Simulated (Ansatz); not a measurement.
Set up this calculation in Ansatz 0.2.0, as the native input.

- Task: relaxation of cell and atoms
- Functional: r2SCAN
- Dispersion: D4
- Potentials or basis: Ansatz PAW
- Cutoff: 500 eV (not typed: the program's choice for these potentials)
- k mesh: 5 × 5 × 4
- Occupations: fermi-dirac, width 0.05 eV
- Spin: collinear spin, ferromagnetic start
- Starting moments: [1.0, 1.0, 0.0, 0.6, 0.0] μB

Crystal: NiMoIrPdW.

```xyz
5
Lattice="4.1467 0.0000 0.0000 -2.0734 3.5911 0.0000 0.0000 0.0000 5.4163" Properties=species:S:1:pos:R:3 pbc="T T T"
Ni    0.0000    0.0000    0.1203
Mo    2.0734    1.1970    2.4913
Pd    0.0000    2.3941    4.0406
Ir    0.0000    2.3941    1.3888
W     2.0734    1.1970    5.4155
```

The cell was built by a generator and needn't be a form met in nature.

One way to write it, as run:

input.yaml

```yaml
crystal:
  lattice:
    - [4.1467, 0.0, 0.0]
    - [-2.07335, 3.59115, 0.0]
    - [0.0, 0.0, 5.41629]
  atoms:
    - { symbol: Ni, position: [0.0, 0.0, 0.02221], spin: 1.0 }
    - { symbol: Mo, position: [0.66667, 0.33333, 0.45996], spin: 1.0 }
    - { symbol: Pd, position: [0.33333, 0.66667, 0.74601] }
    - { symbol: Ir, position: [0.33333, 0.66667, 0.25641], spin: 0.6 }
    - { symbol: W, position: [0.66667, 0.33333, 0.99985] }
hamiltonian:
  xc: r2scan
  pseudopotentials: { kind: paw }
  dispersion: d4
magnetization:
  spin_polarized: true
kpoints:
  mp_grid: { grid: [5, 5, 4] }
scf:
  occupations: { method: fermi_dirac, width: 0.05 }
output:
  forces: true
  stress: true
  eigenvalues: true
relax:
  f_tol: 0.01
  max_steps: 40
  cell: { stress_tol: 0.05 }
```

Potentials or basis: Ansatz PAW.

The run is started by

```console
$ ansatz run input.yaml --threads 8 --pin off --max-ram 20480MiB --backend cpu --events-out ev --progress --plain --runs-dir out
```

Results of the run:

| Property | Result |
| --- | --- |
| Relaxed volume | 15.70 Å³/atom |
| Relaxed cell | a = 4.104 Å, b = 4.104 Å, c = 5.381 Å, α = 90.00°, β = 90.00°, γ = 120.00° |
| Space group after relaxing (to 0.05 Å) | P3m1 (No. 156) |
| Energy gained by relaxing | 9.4 meV/atom |
| Ionic steps | 5 |
| Pressure after relaxing | 0.0 GPa |
| Largest force after relaxing | 0.007 eV/Å |
| Band gap on the k mesh | none (metal or under the smearing width) |
| Net moment | 0.00 μB per cell |
| Absolute moment | 0.00 μB per cell |

Caveat: the magnetic or orbital state may not be the lowest; the plane-wave basis is chosen anew once the cell has moved, so the energies of steps on either side of that aren't comparable; pairwise dispersion overbinds metals, which lowers pressure and volume; the PAW data sets come from PBE, with cores solved anew for the run's functional, which leaves a small shift of forces and pressure; the starting moments weren't kept.

It took 76 s on 8 threads of Intel(R) Xeon(R) Platinum 8259CL CPU @ 2.50GHz (Skylake/Cascade Lake) (shared host), peak memory 0.92 GiB.
